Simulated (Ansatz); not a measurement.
Zr₃Mn, space group Pm-3m, a relaxation driven by ASE

Computed with the Python package of Ansatz (0.2.0).

`ase_relax_zr3mn.py`
```python
"""ASE drives the relaxation of Zr3Mn."""

import warnings

import ansatz
from ase import Atoms
from ase.calculators.calculator import Calculator, all_changes
from ase.filters import FrechetCellFilter
from ase.optimize import BFGSLineSearch
from ase.units import GPa
import numpy as np

CUTOFF = 470
KMESH = (4, 4, 4)
OCCUPATIONS = "fermi_dirac"


class DFT(Calculator):
    implemented_properties = ["energy", "free_energy", "forces", "stress"]

    def calculate(self, atoms=None, properties=("energy",), system_changes=all_changes):
        super().calculate(atoms, properties, system_changes)
        bare = self.atoms.copy()
        bare.set_constraint()
        bare.set_momenta(None)
        job = (
            ansatz.Crystal.from_ase(bare).calculation()
            .functional(ansatz.Functional.PBE)
            .pseudopotentials("paw")
            .basis(CUTOFF)
            .kpoints(*KMESH)
            .occupations(OCCUPATIONS, width=100 * ansatz.meV)
            .spin("collinear")
            .forces()
            .stress()
        )
        report = job.run().report
        self.results["free_energy"] = report["lagrangian_ev"]
        self.results["energy"] = report.get("lagrangian_sigma0_ev", report["lagrangian_ev"])
        self.results["forces"] = np.array(report["forces_ev_ang"])
        s = -np.array(report["stress_gpa"]) * GPa  # ASE counts tension as positive
        self.results["stress"] = s[[0, 1, 2, 1, 0, 0], [0, 1, 2, 2, 2, 1]]

warnings.simplefilter("ignore")
atoms = Atoms(
    ["Zr", "Zr", "Zr", "Mn"],
    cell=[(4.37322, 0.0, 0.0), (0.0, 4.37322, 0.0), (0.0, 0.0, 4.37322)],
    scaled_positions=[
        (0.0, 0.5, 0.5),
        (0.5, 0.0, 0.5),
        (0.5, 0.5, 0.0),
        (0.0, 0.0, 0.0),
    ],
    pbc=True,
)
atoms.set_initial_magnetic_moments([0.0, 0.0, 0.0, 5.2])
atoms.calc = DFT()
before = atoms.get_potential_energy(), atoms.get_volume()
target = FrechetCellFilter(atoms)
optimiser = BFGSLineSearch(target, logfile=None)


def tell():
    fmax = np.linalg.norm(target.get_forces(), axis=1).max()
    print(f"step {optimiser.nsteps:2d}  E = {atoms.get_potential_energy():.5f} eV  fmax = {fmax:.4f}  V = {atoms.get_volume():.3f} A^3")


optimiser.attach(tell)
met = optimiser.run(fmax=0.02, steps=15)
print("threshold met:", bool(met), " energy gained:", round(before[0] - atoms.get_potential_energy(), 5), "eV")
print("cell lengths and angles:", np.round(atoms.cell.cellpar(), 3))
print(np.round(atoms.get_scaled_positions(), 4))
```

Running `python ase_relax_zr3mn.py` prints:
```text
step  0  E = -16449.72267 eV  fmax = 0.0289  V = 83.638 A^3
step  1  E = -16449.72271 eV  fmax = 0.0038  V = 83.820 A^3
threshold met: True  energy gained: 4e-05 eV
cell lengths and angles: [ 4.376  4.376  4.376 90.    90.    90.   ]
[[0.  0.5 0.5]
 [0.5 0.  0.5]
 [0.5 0.5 0. ]
 [0.  0.  0. ]]
```

Absolute energies stand on the zero of these potentials, so only differences at equal settings mean something. A total without «per atom» is that of the whole cell that was run. Other magnetic orders than the one started from may lie lower. The mesh is modest for a metal, so energies can be off by several to tens of meV an atom and pressures by half a GPa or more; differences at equal mesh fare better. This cell is a computed structure, which may not be the phase found in nature. Hardware and time: 15 s on 1 thread of Arm Neoverse V2 (shared host), peak memory 0.53 GiB.
